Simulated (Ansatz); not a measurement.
Crystal: SnSe2.

```
Sn Se
1.0
     3.81100    0.00000    0.00000
    -1.90550    3.30042    0.00000
     0.00000    0.00000    6.13600
Sn Se
1 2
Direct
  0.00000 0.00000 0.00000
  0.66667 0.33333 0.75100
  0.33333 0.66667 0.24900
```

```yaml
Program: Ansatz 0.2.0
Task: relaxation of cell and atoms
Functional: revPBE
Dispersion: D4
Potentials_or_basis: Ansatz PAW
Cutoff: "420 eV (not typed: the program's choice for these potentials)"
k_mesh: 8 × 8 × 5
Occupations: fermi-dirac, width 0.05 eV
Spin: no spin polarisation
```

At the start: volume 25.73 Å³/atom.

Question: How do energy, volume and symmetry change on relaxing?

Answer: It ends after 6 steps and the volume is 24.94 Å³/atom (-3.0 %); space group P-3m1 (No. 164, to 0.05 Å).

The path:
| step | energy change (eV) | largest force (eV/Å) | volume (Å³) |
| --- | --- | --- | --- |
| 1 | 0.0000 | 0.8333 | 77.18 |
| 2 | -0.0703 | 0.0186 | 76.48 |
| 3 | -0.0753 | 0.0031 | 74.91 |
| 4 | -0.0760 | 0.0030 | 74.73 |
| 5 | -0.0760 | 0.0018 | 74.83 |
| 6 | -0.0756 | 0.0019 | 74.83 |

Final structure:
```xyz
3
Lattice="3.8266 0.0000 0.0000 -1.9133 3.3139 0.0000 0.0000 0.0000 5.9014" Properties=species:S:1:pos:R:3 pbc="T T T"
Sn    0.0000    0.0000    0.0000
Se    1.9133    1.1046    4.3075
Se    0.0000    2.2093    1.5939
```

Caveat: the plane-wave basis is chosen anew once the cell has moved, so the energies of steps on either side of that aren't comparable; the PAW data sets come from PBE, with cores solved anew for the run's functional, which leaves a small shift of forces and pressure.
